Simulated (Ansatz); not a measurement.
**WSe2: how the settings move a relaxation**

How sensitive is a relaxation of WSe2 to its settings? A reference run comes first, then one run with altered input.

Method: reference: DFT, r2SCAN, PAW with Ansatz's default frozen-core files, scalar-relativistic; relaxation of cell and atoms, in Ansatz 0.2.0.

## 1. The structure to begin with

Symmetry: P6_3/mmc, No. 194, hexagonal system. The conventional cell has a = 3.315 Å, b = 3.315 Å, c = 13.713 Å, α = 90.00°, β = 90.00°, γ = 120.00°. W (site symmetry -6m2) is surrounded by 6 Se at 2.53 Å. Around Se (site symmetry 3m) lie 3 W at 2.53 Å.

Coordinates:

```xyz
6
Lattice="3.3153 0.0000 0.0000 -1.6576 2.8711 0.0000 0.0000 0.0000 13.7126" Properties=species:S:1:pos:R:3 pbc="T T T"
W     0.0000    1.9141    3.4282
W     1.6576    0.9570   10.2845
Se    0.0000    1.9141    8.6229
Se    1.6576    0.9570    1.7666
Se    0.0000    1.9141   11.9460
Se    1.6576    0.9570    5.0897
```

## 2. Reference

input.yaml reads:

```yaml
crystal:
  lattice:
    - [3.31525160124, 0.0, 0.0]
    - [-1.65762580062, 2.87109210661, 0.0]
    - [0.0, 0.0, 13.71260568706]
  atoms:
    - { symbol: W, position: [0.333333333333, 0.666666666667, 0.25] }
    - { symbol: W, position: [0.666666666667, 0.333333333333, 0.75] }
    - { symbol: Se, position: [0.333333333333, 0.666666666667, 0.628833293532] }
    - { symbol: Se, position: [0.666666666667, 0.333333333333, 0.128833293532] }
    - { symbol: Se, position: [0.333333333333, 0.666666666667, 0.871166706468] }
    - { symbol: Se, position: [0.666666666667, 0.333333333333, 0.371166706468] }
kpoints:
  mp_grid: { grid: [6, 6, 2] }
scf:
  occupations: { method: fixed }
hamiltonian:
  xc: r2scan
  pseudopotentials: { kind: paw }
relax:
  f_tol: 0.002
  max_steps: 80
  cell: { p_target: 5 }
output:
  forces: true
  stress: true
  write_density: true
  write_potential: true
  elf: true
  volumetric_format: npy
```

Command:

```sh
ansatz run input.yaml --threads 2 --pin off --max-ram 6144MiB --backend cpu --events-out ev --progress --plain --runs-dir out
```

## 3. Changing settings: scf.algorithm direct_min, ecutrho_ratio 4, xc_grid 2

input.yaml: that of step 2 with these lines changed.

```diff
@@ -16,2 +16,3 @@
   occupations: { method: fixed }
+  algorithm: direct_min
 hamiltonian:
@@ -26,5 +27,4 @@
   stress: true
-  write_density: true
-  write_potential: true
-  elf: true
-  volumetric_format: npy
+basis:
+  ecutrho_ratio: 4
+  xc_grid: 2
```

Q: Predict the outcome of this session. Wanted: for each run, ending; energy change; pressure; gap; force.

**Answer**, as computed:

| run | ending | energy change | pressure (GPa) | gap (eV) | force (eV/Å) | cycles | time |
| --- | --- | --- | --- | --- | --- | --- | --- |
| reference | converged | 0 | 5.0 | 0.97 | 0.00 | 46 | 21 s |
| 1: scf.algorithm direct_min, ecutrho_ratio 4, xc_grid 2 | converged | 0.0 meV/atom | 5.0 | 0.97 | 0.00 | 36 | 63 s |

Times don't compare one to one where runs were asked for different outputs or read a saved state (see the inputs); cycles may leave out searches for a lower state.

**Reading.** Changing the solver and numerical grids leaves the energy as it was (0.0 meV/atom). The gap of the reference lacks spin-orbit coupling, though the cell holds W.

These are semilocal Kohn-Sham gaps, which aren't the measured quantity. Such gaps usually fall short of the measured ones. The cell is layered and no dispersion term is used, so the spacing and stiffness across the layers are uncertain.
